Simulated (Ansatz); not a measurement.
# TaCl (triplet): geometry optimisation

Aim: relax a generated start of TaCl (triplet) and see which bonds hold.

The runs use Ansatz 0.2.0, Gaussian basis; UKS PBE0/def2-TZVP.

## (1) Starting geometry

2 atoms, charge 0, spin multiplicity 3.

Atoms are counted from 1 here; the program's logs count them from 0.

Bond lengths: Ta1–Cl2 2.470 Å.

Geometry (Å):

```xyz
2
charge 0, multiplicity 3
Ta    0.00000    0.00000    0.00000
Cl    0.00000    0.00000    2.47000
```

The start is set by covalent radii. Sticks and bond lists go by distance. No spin-orbit coupling is included. Elements past krypton take def2 core potentials.

## (2) The run

File in.yaml:

```yaml
crystal:
  periodic: [false, false, false]
  atoms:
    - {symbol: Ta, position_ang: [0.000000, 0.000000, 0.000000]}
    - {symbol: Cl, position_ang: [0.000000, 0.000000, 2.470000]}
basis:
  gaussian: {orbitals: def2-TZVP}
magnetization: {spin_polarized: true, initial_magnetization: 2}
hamiltonian: {xc: pbe0}
relax: {f_tol: 0.004, max_steps: 80}
```

On the command line:

```sh
$ ansatz run in.yaml --threads 1 --pin off --events-out ev --progress --plain --max-ram 2176MiB
```

Q: Predict the outcome of this session. Wanted: energy gained; shift from the start; total energy; dipole moment; ⟨S²⟩.

As calculated:

| quantity | value |
| --- | --- |
| steps | 4 |
| energy gained | 0.272 eV |
| shift from the start (rms) | 0.104 Å |
| total energy | -14067.7025 eV |
| dipole moment | 2.29 D |
| ⟨S²⟩ | 2.474 |

The bonds of the start are those of the end. Ta1–Cl2 went from 2.470 to 2.262 Å. The determinant is spin-contaminated (excess 0.47). No vibrations were run, so this is a stationary point, not a proven minimum, and this spin need not be the ground state's.
